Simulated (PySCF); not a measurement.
# Zr(OiPr)F3: geometry, NMR shifts and electronic excitations

Aim: predict the NMR shifts and electronic excitations of Zr(OiPr)F3 (`CC(C)[O][Zr]([F])([F])[F]`).

The runs use PySCF 2.14.0, with density-fitted response routines of our own; the level of theory stands in each step. All values are computed, except where a source is named. Atoms count from 0, in the outputs and in this text.

## (1) The starting structure

15 atoms, charge 0, multiplicity 1; geometry from: GFN2-xTB. The atoms were then displaced at random by about 0.03 Å, so the start is not that level's minimum.

Bonds of the start (Å): Zr0–O1 1.78, Zr0–F12 1.88, Zr0–F13 2.00, Zr0–F14 1.87, O1–C2 1.38, C2–C3 1.44, C2–C4 1.55, C2–H5 1.15, C3–H6 1.15, C3–H7 1.08, C3–H8 1.13, C4–H9 1.05, C4–H10 1.11, C4–H11 1.15.

## (2) Geometry optimisation at PBE0-D3(BJ)/def2-SVP

What the job is given:

```
{"job": {"xc": "PBE0", "basis": "def2-SVP", "d3": "d3bj", "grid": 1, "maxiter": 40, "shake": 0.03, "kind": "geom"}, "charge": 0, "multiplicity": 1}
Zr    -0.760130    -0.666170    -1.578190
O      0.357540    -1.324780    -0.358970
C      0.674900    -0.358390     0.579620
C     -0.290130    -0.221980     1.636160
C      0.986130     0.984450    -0.126890
H      1.650930    -0.674750     1.095310
H     -1.293950     0.062270     1.149230
H     -0.088120     0.519080     2.395620
H     -0.546900    -1.181850     2.180350
H      1.684600     0.835100    -0.897320
H      0.020800     1.415570    -0.455750
H      1.454170     1.719490     0.621010
F      0.045060     0.309000    -2.970270
F     -2.177670     0.597640    -0.943540
F     -1.750010    -2.090780    -2.282370
```

Launch:

```console
> OMP_NUM_THREADS=1 python probes_run.py task.json out
```

One launch serves the whole session: the jobs run in the order shown.

Log:

```text
step   0  E = -539.72766452  max force = 0.111217
step   1  E = -539.76613134  max force = 0.022026
step   2  E = -539.77035564  max force = 0.010356
step   3  E = -539.77378009  max force = 0.011824
step   4  E = -539.77624527  max force = 0.013493
step   5  E = -539.77801722  max force = 0.013103
step   6  E = -539.77910022  max force = 0.005519
step   7  E = -539.77976721  max force = 0.004259
step   8  E = -539.78065220  max force = 0.005662
step   9  E = -539.78040184  max force = 0.013275
step  10  E = -539.78174178  max force = 0.007551
step  11  E = -539.78209642  max force = 0.005885
step  12  E = -539.78243408  max force = 0.002332
step  13  E = -539.78269008  max force = 0.003822
step  14  E = -539.78285555  max force = 0.002138
step  15  E = -539.78285087  max force = 0.003466
step  16  E = -539.78300845  max force = 0.005114
step  17  E = -539.78311223  max force = 0.000856
step  18  E = -539.78314669  max force = 0.000906
step  19  E = -539.78314005  max force = 0.001310
step  20  E = -539.78316347  max force = 0.001124
step  21  E = -539.78317689  max force = 0.000608
step  22  E = -539.78317809  max force = 0.000553
step  23  E = -539.78318160  max force = 0.000724
step  24  E = -539.78318384  max force = 0.000791
step  25  E = -539.78318584  max force = 0.000731
step  26  E = -539.78318880  max force = 0.000517
step  27  E = -539.78319215  max force = 0.000425
optimisation converged
```

Run time: 4.6 min. Hardware: 1 thread of AMD EPYC 9R45, shared host; peak memory 0.79 GiB.

The steps of the relaxation: (the energy doesn't fall at every step)

```csv
step,energy from step 0 (eV),largest force component (eV/Å)
0,0.0000,5.7190
1,-1.0467,1.1326
2,-1.1617,0.5325
3,-1.2549,0.6080
4,-1.3219,0.6938
5,-1.3702,0.6738
6,-1.3996,0.2838
7,-1.4178,0.2190
8,-1.4419,0.2912
9,-1.4351,0.6826
10,-1.4715,0.3883
11,-1.4812,0.3026
12,-1.4904,0.1199
13,-1.4973,0.1965
14,-1.5018,0.1099
15,-1.5017,0.1782
16,-1.5060,0.2630
17,-1.5088,0.0440
18,-1.5097,0.0466
19,-1.5096,0.0674
20,-1.5102,0.0578
21,-1.5106,0.0313
22,-1.5106,0.0284
23,-1.5107,0.0372
24,-1.5108,0.0407
25,-1.5108,0.0376
26,-1.5109,0.0266
27,-1.5110,0.0219
```

Distances of close pairs at the start and the end, largest changes first:

```csv
bond,before (Å),after (Å),change (Å)
Zr0–H10,2.491,4.040,+1.549
Zr0–C4,2.807,4.032,+1.225
Zr0–C2,2.610,3.300,+0.690
Zr0–O1,1.780,1.894,+0.114
Zr0–F13,2.002,1.909,-0.094
C2–C3,1.437,1.518,+0.081
C3–H6,1.151,1.101,-0.050
C4–H9,1.051,1.100,+0.049
```

The end geometry stands in the next job.

```csv
at the end point,value
point group (found at 0.08 Å tolerance),C1
"rotational constants (GHz, main isotopes)","2.035, 0.765, 0.715"
dipole moment (D),3.24
```

## (3) Nuclear shieldings: PBE0/def2-TZVP+pcSseg-1

What the job is given:

```
{"job": {"kind": "nmr", "xc": "PBE0", "basis": {"default": "pcSseg-1", "Zr": "def2-TZVP"}}, "charge": 0, "multiplicity": 1}
Zr    -0.595591    -0.732356    -2.378150
O      0.037102    -0.441378    -0.616298
C      0.488620    -0.143047     0.682265
C     -0.640835    -0.360872     1.673227
C      1.040657     1.270749     0.715406
H      1.306867    -0.850565     0.912600
H     -1.471456     0.332149     1.465961
H     -0.294694    -0.187818     2.703138
H     -1.022286    -1.390248     1.605757
H      1.851270     1.389099    -0.018486
H      0.246921     1.996922     0.478780
H      1.440531     1.509298     1.712262
F      0.724591    -0.145281    -3.625377
F     -2.196504     0.271015    -2.648424
F     -0.947974    -2.593767    -2.618662
```

Level: GIAO PBE0/pcSseg-1 Zr:def2-TZVP NMR shielding, scalar relativity only through core potentials, gas phase.

Log:

```text
coarse grid: 62136 points
cycle   1  E = -539.7802772498  dE = -5.077e+00  |g| = 1.188e+00  |ddm| = 5.234e+00
cycle   2  E = -539.8313296052  dE = -5.105e-02  |g| = 1.256e+00  |ddm| = 2.153e+00
cycle   3  E = -540.1063910908  dE = -2.751e-01  |g| = 2.417e-01  |ddm| = 1.099e+00
cycle   4  E = -540.1154788436  dE = -9.088e-03  |g| = 1.312e-01  |ddm| = 2.339e-01
cycle   5  E = -540.1181854395  dE = -2.707e-03  |g| = 4.738e-02  |ddm| = 9.557e-02
cycle   6  E = -540.1186877654  dE = -5.023e-04  |g| = 7.648e-03  |ddm| = 3.690e-02
cycle   7  E = -540.1186966679  dE = -8.902e-06  |g| = 3.991e-03  |ddm| = 6.122e-03
cycle   8  E = -540.1186993311  dE = -2.663e-06  |g| = 6.177e-04  |ddm| = 2.316e-03
final grid: 131656 points
cycle   9  E = -540.1185605460  dE = -4.798e-07  |g| = 9.709e-04  |ddm| = 1.771e-03
cycle  10  E = -540.1185602095  dE =  3.365e-07  |g| = 1.740e-03  |ddm| = 1.381e-03
cycle  11  E = -540.1185607126  dE = -5.031e-07  |g| = 1.187e-04  |ddm| = 8.617e-04
cycle  12  E = -540.1185607156  dE = -2.950e-09  |g| = 2.929e-05  |ddm| = 9.586e-05
cycle  13  E = -540.1185607157  dE = -1.256e-10  |g| = 1.551e-05  |ddm| = 2.341e-05
converged SCF energy = -540.1185607157

GIAO shielding tensors (ppm)
atom      isotropic    diamagn.    paramagn.     s11        s22        s33       span
  0 Zr         nan         nan         nan        nan        nan        nan        nan
  1 O       45.052     401.613    -356.562    -75.792    -56.871    267.818    343.609
  2 C      105.687     239.511    -133.824     72.479     86.582    158.000     85.521
  3 C      157.044     248.179     -91.134    137.871    149.335    183.927     46.056
  4 C      156.922     248.337     -91.415    137.847    149.103    183.815     45.968
  5 H       26.998      29.415      -2.418     24.544     26.369     30.080      5.536
  6 H       30.004      30.045      -0.041     27.616     28.659     33.736      6.120
  7 H       30.243      28.732       1.511     26.265     27.994     36.469     10.204
  8 H       29.654      29.364       0.290     26.295     27.626     35.041      8.746
  9 H       29.593      29.481       0.112     26.265     27.586     34.928      8.662
 10 H       30.031      30.153      -0.122     27.668     28.668     33.756      6.089
 11 H       30.218      28.799       1.420     26.238     27.982     36.435     10.197
 12 F       27.895     473.470    -445.575   -176.062   -125.077    384.825    560.888
 13 F       28.955     473.487    -444.531   -174.379   -123.831    385.077    559.456
 14 F       28.198     473.503    -445.305   -177.803   -120.680    383.078    560.881
```

Run time: 28 s. Hardware: 1 thread of AMD EPYC 9R45, shared host; peak memory 1.1 GiB.

Shifts follow as δ = σ(reference) − σ, with reference shieldings (ppm) from runs at the same level and on the same kind of geometry: ¹H TMS 31.27, ¹³C TMS 184.4, ¹⁹F CFCl3 177.2, ¹⁷O H2O 334.6. The references are single molecules in the gas phase, so shifts against H2O, NH3, PH3, H3PO4 or CFCl3 are not on the usual liquid scales and can be off by tens of ppm. Atoms listed in one row are averaged.

```csv
atoms,environment,σ (ppm),δ (ppm)
C2,"carbon bonded to 2 C, O, H",105.7,78.7
"C3, C4","carbon bonded to C, 3 H",157.0,27.4
H5,"hydrogen on a carbon bonded to 2 C, O",27.00,4.27
"H6, H7, H8, H9, H10, H11",hydrogen on a carbon bonded to C,29.96,1.31
O1,"oxygen bonded to C, Zr",45.1,289.5
"F12, F13, F14",fluorine bonded to Zr,28.3,148.9
```

Atoms past Kr carry core potentials, so their printed shieldings have no meaning and are left out of the table.

Charges from the same density, by scheme (e):

```csv
atoms,Mulliken,ESP fit
Zr0,1.66,1.77
O1,-0.69,-0.74
C2,0.02,0.64
"C3, C4",-0.27,-0.58
"F12, F13, F14",-0.45,-0.47
```

Mayer bond orders: Zr0–O1 1.04, Zr0–F12 0.95, Zr0–F13 0.94, Zr0–F14 0.94, O1–C2 0.81, C2–C3 1.04, C2–C4 1.04.

With diffuse functions Mulliken charges and Mayer bond orders lose their meaning; the other schemes are steadier.

Orbitals, density, ELF and potential are computed afterwards from the orbital file.

Frontier orbitals at PBE0/def2-TZVP+pcSseg-1, with the share of their density that lies nearest to each atom:

```csv
orbital,energy (eV),lies on
HOMO,-8.90,O1 46 %; H5 19 %; C2 10 %
LUMO,-0.55,"Zr0 66 %; F12, F13, F14 about 8 % each; O1 8 %"
```

ELF in a plane through or near 8 of the atoms.

Ten even steps from ' ' (0.00) to '@' (1.00):
```
                                                        
                                                        
                                                        
                            ==**==                      
        ..--====::        ==@@@@@@==                    
      ..--**%%##++::      ==@@@@@@++==####::            
      ..++%%##%%**::        ##%%++**@@@@@@@@..          
      ..==##%%**--    ----  --==----@@@@@@@@..          
        ::--::--++--..**##----%%##**%%@@@@**            
            ####..%%::##**##====##--                    
            ####..%%::%%==##==++##==......              
        ::::..==##++..##%%==--%%##++%%@@@@%%..          
      ..--++==::      ====  ::++--::@@@@@@@@::          
        --++++==..    ..    **%%##++@@@@@@@@..          
        ..::--::..        ::@@@@@@**--++**::            
                          ::@@@@@@**..                  
                            ==##++..                    
                                                        
                                                        
                                                        
```
The map spans 12.0 Å across and 9.5 Å up, centred on the molecule. Atoms in the plane (x, y in Å): Zr0 (-2.6, 0.0), O1 (-0.7, 0.0), C3 (1.3, -1.3), C4 (1.3, 1.3), H7 (2.4, -1.3), H8 (0.9, -2.2), H9 (0.8, 2.2), H11 (2.3, 1.3).

On the surface of density 0.002 e/bohr³ the electrostatic potential runs, from the 1st to the 99th percentile, from -1.16 V near F14 to 3.52 V near Zr0.

## (4) Excited states and response: wB97X-D/def2-SVPD

Settings changed since step 3:

```diff
@@ -1,2 +1,2 @@
-{"job": {"kind": "nmr", "xc": "PBE0", "basis": {"default": "pcSseg-1", "Zr": "def2-TZVP"}}, "charge": 0, "multiplicity": 1}
+{"job": {"kind": "uv", "xc": "wB97X-D", "basis": "def2-SVPD", "ip": true, "nstates": 10}, "charge": 0, "multiplicity": 1}
 Zr    -0.595591    -0.732356    -2.378150
```

Method: TDDFT wB97X-D/def2-SVPD, vertical, gas phase, core orbitals frozen in the response.

Log:

```text
coarse grid: 62136 points
cycle   1  E = -539.9515806571  dE = -6.077e+00  |g| = 1.085e+00  |ddm| = 6.296e+00
cycle   2  E = -539.9743502689  dE = -2.277e-02  |g| = 1.160e+00  |ddm| = 2.290e+00
cycle   3  E = -540.1820181332  dE = -2.077e-01  |g| = 1.827e-01  |ddm| = 8.928e-01
cycle   4  E = -540.1887456530  dE = -6.728e-03  |g| = 4.903e-02  |ddm| = 3.293e-01
cycle   5  E = -540.1893049601  dE = -5.593e-04  |g| = 1.803e-02  |ddm| = 8.395e-02
cycle   6  E = -540.1893797196  dE = -7.476e-05  |g| = 5.735e-03  |ddm| = 2.513e-02
cycle   7  E = -540.1893862955  dE = -6.576e-06  |g| = 2.433e-03  |ddm| = 8.107e-03
final grid: 131656 points
cycle   8  E = -540.1929393470  dE = -7.621e-05  |g| = 3.328e-03  |ddm| = 1.052e-01
cycle   9  E = -540.1929389023  dE =  4.447e-07  |g| = 3.948e-03  |ddm| = 7.760e-03
cycle  10  E = -540.1929416060  dE = -2.704e-06  |g| = 5.182e-04  |ddm| = 3.165e-03
cycle  11  E = -540.1929416560  dE = -5.001e-08  |g| = 2.247e-04  |ddm| = 1.202e-03
cycle  12  E = -540.1929416690  dE = -1.291e-08  |g| = 2.750e-05  |ddm| = 3.433e-04
cycle  13  E = -540.1929416693  dE = -2.935e-10  |g| = 1.184e-05  |ddm| = 7.204e-05
converged SCF energy = -540.1929416693

Static polarisability (au): isotropic 77.278, principal 67.849 73.089 90.896

Singlet excitations
state   eV       nm        f      main configurations
  1   7.1478    173.5   0.00010   H->L+2 0.51, H-1->L+1 0.32
  2   7.2678    170.6   0.00467   H-1->L+1 0.38, H->L+2 0.29, H->L+1 0.13
  3   7.2689    170.6   0.00391   H->L+1 0.34, H-1->L+2 0.32, H-1->L+1 0.17
  4   7.6687    161.7   0.00985   H->L 0.64, H->L+3 0.24
  5   7.7507    160.0   0.03203   H-1->L 0.58, H-1->L+3 0.20
  6   7.7964    159.0   0.08452   H-1->L+2 0.36, H->L+1 0.25
  7   8.2409    150.4   0.00002   H->L+7 0.31, H->L+5 0.25, H-1->L+4 0.17
  8   8.2696    149.9   0.01174   H->L+4 0.36, H-1->L+7 0.15, H->L+6 0.13
  9   8.3042    149.3   0.00097   H-1->L+4 0.33, H-1->L+8 0.19, H->L+7 0.16
 10   8.5086    145.7   0.01053   H->L+3 0.27, H->L 0.16, H->L+6 0.15

Triplet excitations (Tamm-Dancoff, eV): 6.8046 6.9861 6.9874 7.1528
Vertical ionisation energy (delta-SCF) = 10.9618 eV
```

Run time: 1.8 min. Hardware: 1 thread of AMD EPYC 9R45, shared host; peak memory 1.4 GiB.

The orbitals next to the gap, with their largest atomic shares:

```csv
orbital,eV,atoms
HOMO−3,-12.77,"O1 22 %, C3 16 %, C4 15 %"
HOMO−2,-12.49,"C3 24 %, C4 24 %, H8 13 %"
HOMO−1,-10.95,"O1 48 %, C2 13 %, C3 11 %"
HOMO,-10.83,"O1 42 %, C2 19 %, H5 12 %"
LUMO,1.10,Zr0 70 %
LUMO+1,1.24,"Zr0 70 %, F12 7 %, F14 7 %"
LUMO+2,1.26,"Zr0 71 %, F13 8 %, F12 7 %"
```

With each of the 10 states as a Gaussian band of 0.4 eV half-width at 1/e, the curve within the window shown has maxima at 160 nm (ε 5,300) L/(mol cm). Beyond the last state computed it falls off for lack of states. The curve at chosen wavelengths:

```tsv
nm	ε (L/mol/cm)
141	335
143	559
145	828
147	1152
149	1593
151	2233
153	3088
154	3565
156	4477
158	5109
160	5260
162	4897
164	4153
166	3246
168	2371
170	1646
172	1105
174	728
176	475
177	382
179	245
181	154
183	95
185	56
187	32
189	17
```

Leading natural transition orbitals of singlet state 6: the hole lies on O1 65 %; C2, C4 about 7 % each; the particle on Zr0 54 %; F13, F14 about 11 % each; F12 8 %.

Leading natural transition orbitals of singlet state 1: the hole lies on O1 67 %; H5 11 %; the particle on Zr0 67 %; O1 11 %; F12, F14 about 7 % each.

Further results of this job:

```csv
property,computed
dipole moment (D),3.32
polarisability (Å³),11.45
HOMO–LUMO gap (eV),11.93
−ε(HOMO) (eV),10.83
```

## (5) Nuclear shieldings: B3LYP/def2-TZVP+pcSseg-1

Settings changed since step 4:

```diff
@@ -1,2 +1,2 @@
-{"job": {"kind": "uv", "xc": "wB97X-D", "basis": "def2-SVPD", "ip": true, "nstates": 10}, "charge": 0, "multiplicity": 1}
+{"job": {"kind": "nmr", "xc": "B3LYP", "basis": {"default": "pcSseg-1", "Zr": "def2-TZVP"}, "pop": false}, "charge": 0, "multiplicity": 1}
 Zr    -0.595591    -0.732356    -2.378150
```

With the program's defaults for keys left out, this is: GIAO B3LYP/pcSseg-1 Zr:def2-TZVP NMR shielding, scalar relativity only through core potentials, gas phase.

Log:

```text
coarse grid: 62136 points
cycle   1  E = -540.2900341245  dE = -5.023e+00  |g| = 1.275e+00  |ddm| = 5.242e+00
cycle   2  E = -540.2767270207  dE =  1.331e-02  |g| = 1.482e+00  |ddm| = 2.431e+00
cycle   3  E = -540.6524633283  dE = -3.757e-01  |g| = 3.146e-01  |ddm| = 1.338e+00
cycle   4  E = -540.6683786251  dE = -1.592e-02  |g| = 1.571e-01  |ddm| = 2.887e-01
cycle   5  E = -540.6722378370  dE = -3.859e-03  |g| = 5.745e-02  |ddm| = 1.146e-01
cycle   6  E = -540.6729803254  dE = -7.425e-04  |g| = 1.200e-02  |ddm| = 4.627e-02
cycle   7  E = -540.6730041275  dE = -2.380e-05  |g| = 4.274e-03  |ddm| = 8.029e-03
cycle   8  E = -540.6730073151  dE = -3.188e-06  |g| = 7.745e-04  |ddm| = 2.865e-03
final grid: 131656 points
cycle   9  E = -540.6728891265  dE = -4.782e-07  |g| = 1.264e-03  |ddm| = 2.082e-03
cycle  10  E = -540.6728884643  dE =  6.622e-07  |g| = 2.380e-03  |ddm| = 1.882e-03
cycle  11  E = -540.6728894122  dE = -9.479e-07  |g| = 2.081e-04  |ddm| = 1.185e-03
cycle  12  E = -540.6728894214  dE = -9.146e-09  |g| = 3.441e-05  |ddm| = 1.522e-04
cycle  13  E = -540.6728894216  dE = -1.813e-10  |g| = 1.635e-05  |ddm| = 2.779e-05
converged SCF energy = -540.6728894216

GIAO shielding tensors (ppm)
atom      isotropic    diamagn.    paramagn.     s11        s22        s33       span
  0 Zr         nan         nan         nan        nan        nan        nan        nan
  1 O       35.930     401.548    -365.618    -87.053    -68.236    263.079    350.132
  2 C       98.668     239.498    -140.830     65.515     79.783    150.707     85.192
  3 C      151.185     247.164     -95.980    131.732    142.826    178.996     47.263
  4 C      151.070     247.323     -96.252    131.750    142.579    178.883     47.133
  5 H       27.106      29.473      -2.367     24.719     26.593     30.006      5.287
  6 H       30.121      30.321      -0.200     27.911     28.869     33.582      5.671
  7 H       30.338      28.729       1.608     26.532     28.229     36.252      9.720
  8 H       29.772      29.524       0.248     26.608     27.843     34.865      8.257
  9 H       29.709      29.646       0.063     26.575     27.802     34.749      8.174
 10 H       30.149      30.430      -0.281     27.960     28.884     33.604      5.644
 11 H       30.314      28.796       1.517     26.507     28.216     36.218      9.711
 12 F       19.987     474.329    -454.342   -187.146   -132.915    380.021    567.167
 13 F       21.064     474.392    -453.328   -185.307   -131.733    380.231    565.538
 14 F       20.173     474.358    -454.185   -189.104   -128.649    378.272    567.376
```

It took 17 s on 1 thread of AMD EPYC 9R45, shared host; peak memory 1.1 GiB.

In short: δ C2 80.6, C3 28.1, O1 298.1, F12 151.5, H5 4.28, H6 1.32 ppm (means over like atoms).

## (6) Side by side: NMR shifts

Shifts (ppm), means over like atoms, with basis size and wall time:

```csv
run,C2,C3,H5,H6,O1,F12,functions,time
PBE0/def2-TZVP+pcSseg-1,78.7,27.4,4.27,1.31,289.5,148.9,194,28 s
B3LYP/def2-TZVP+pcSseg-1,80.6,28.1,4.28,1.32,298.1,151.5,194,17 s
```

## (7) Summary of results

| quantity | value |
| --- | --- |
| point group | C1 |
| rotational constants (main isotopes) | 2.04, 0.77, 0.71 GHz |
| ¹³C shifts against TMS (PBE0/def2-TZVP+pcSseg-1, means over atoms taken as alike) | 78.7, 27.4 ppm |
| ¹H shifts against TMS (PBE0/def2-TZVP+pcSseg-1, means over atoms taken as alike) | 4.27, 1.31 ppm |
| ¹⁷O shifts against H2O (PBE0/def2-TZVP+pcSseg-1) | 289.5 ppm |
| ¹⁹F shifts against CFCl3 (PBE0/def2-TZVP+pcSseg-1, means over atoms taken as alike) | 148.9 ppm |
| surface potential, 1st and 99th percentile | -1.16 V and 3.52 V |
| lowest singlet (wB97X-D/def2-SVPD) | 7.15 eV (173 nm), f = 0.000 |
| brightest single state of those computed | state 6, 7.80 eV, f = 0.085 |
| lowest triplet | 6.80 eV |
| vertical ionisation energy (ΔSCF) | 10.96 eV |
| range of the shift of O1 | 289.5 to 298.1 ppm |

**Reading.** The start was shaken at random, so part of the energy gained undoes that. Relaxing lowered the energy by 1.511 eV in 27 steps; the close pair that moved most is Zr0–H10, from 2.491 to 4.040 Å. No frequency check was run at this level, so the end point may be a saddle. At PBE0/def2-TZVP+pcSseg-1: Shielding is most anisotropic at F12, F13, F14 (span 560 ppm, paramagnetic term -445 ppm). At PBE0/def2-TZVP+pcSseg-1, counted by nearest atom on the grid, the HOMO lies on O1 46 %; H5 19 %, the LUMO on Zr0 66 %; F12, F13, F14 about 8 % each. The first singlet state (HOMO→LUMO+2 0.51, HOMO−1→LUMO+1 0.32) lies at 7.15 eV and is dark; of the 10 states computed, the strongest absorption comes from state 6 at 7.80 eV. The lowest triplet lies 0.34 eV below the lowest singlet (triplets in Tamm-Dancoff, singlets in full TDDFT). The orbital energy would give 10.83 eV for ionisation, ΔSCF gives 10.96 eV. Across the 2 runs the shift of O1 moves most, between 289.5 (PBE0/def2-TZVP+pcSseg-1) and 298.1 ppm (B3LYP/def2-TZVP+pcSseg-1). Spin-orbit coupling is left out, which matters for shieldings and couplings at and beside the heavy atoms.
